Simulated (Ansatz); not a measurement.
# CH₄FNOSi: how energies converge with the basis set

How large a basis does CH₄FNOSi need? Two functionals are run in growing sets.

The runs use Ansatz 0.2.0, Gaussian basis; one geometry, several basis sets.

The runs, in order: PBE0-D4/def2-SVP; ωB97M-V/def2-SVP; PBE0-D4/def2-QZVPP; ωB97M-V/def2-QZVPP; the functionals' def2-TZVPP values are taken from earlier runs.

## 1. The relaxed structure

All runs share one geometry, relaxed beforehand with PBE0-D4 in a triple-zeta def2 set.

SMILES `N[Si]1(F)CO1`, 9 atoms, charge 0, spin multiplicity 1.

Atoms are counted from 1 here; the program's logs count them from 0.

Bond lengths: N1–Si2 1.676 Å, N1–H6 1.004 Å, N1–H7 1.004 Å, Si2–F3 1.585 Å, Si2–C4 1.788 Å, Si2–O5 1.625 Å, C4–O5 1.527 Å, C4–H8 1.088 Å, C4–H9 1.088 Å. Angles: Si2–N1–H6 123.0°, Si2–N1–H7 122.8°, H6–N1–H7 114.0°, N1–Si2–F3 105.9°, N1–Si2–C4 130.4°, N1–Si2–O5 119.4°, F3–Si2–C4 119.8°, F3–Si2–O5 119.7°, C4–Si2–O5 52.9°, Si2–C4–O5 58.1°, Si2–C4–H8 122.7°, Si2–C4–H9 123.7°, O5–C4–H8 111.5°, O5–C4–H9 111.3°, H8–C4–H9 112.7°, Si2–O5–C4 69.0°.

## 2. PBE0-D4 in def2-SVP

Input file in.yaml:

```yaml
crystal:
  periodic: [false, false, false]
  atoms:
    - {symbol: N, position_ang: [0.705098, 1.175196, -0.959422]}
    - {symbol: Si, position_ang: [0.282140, -0.293784, -0.272977]}
    - {symbol: F, position_ang: [1.407582, -1.318453, -0.715455]}
    - {symbol: C, position_ang: [-0.738622, -0.656616, 1.149139]}
    - {symbol: O, position_ang: [-1.275087, -0.758118, -0.276496]}
    - {symbol: H, position_ang: [0.094675, 1.972809, -0.965739]}
    - {symbol: H, position_ang: [1.617322, 1.356215, -1.338995]}
    - {symbol: H, position_ang: [-0.733980, -1.625681, 1.643892]}
    - {symbol: H, position_ang: [-1.270527, 0.102230, 1.718953]}
basis:
  gaussian: {orbitals: def2-SVP}
hamiltonian: {xc: pbe0, dispersion: d4}
output: {orbitals: {seedname: orbitals}}
```

The run is started by

```bash
ansatz run in.yaml --threads 2 --pin off --events-out ev --progress --plain --max-ram 4352MiB
```

The runs that follow: ωB97M-V in def2-SVP; PBE0-D4 in def2-QZVPP; ωB97M-V in def2-QZVPP.

Q: Predict the results of all the runs planned. Wanted: PBE0-D4: double and triple zeta above quadruple; ωB97M-V: double and triple zeta above quadruple.

**Answer**, as computed:

| quantity | value |
| --- | --- |
| PBE0-D4: double and triple zeta above quadruple | 12.99, 0.71 eV |
| ωB97M-V: double and triple zeta above quadruple | 13.17, 0.67 eV |

**Reading.** For PBE0-D4 the step from double to triple zeta gains 12.28 eV and the next only 0.71 eV. Total energies overstate the basis error of differences, where much of it tends to cancel. The LUMO of ωB97M-V is positive and keeps falling with the basis (2.63 to 1.36 eV): an unbound level that the basis holds in place.
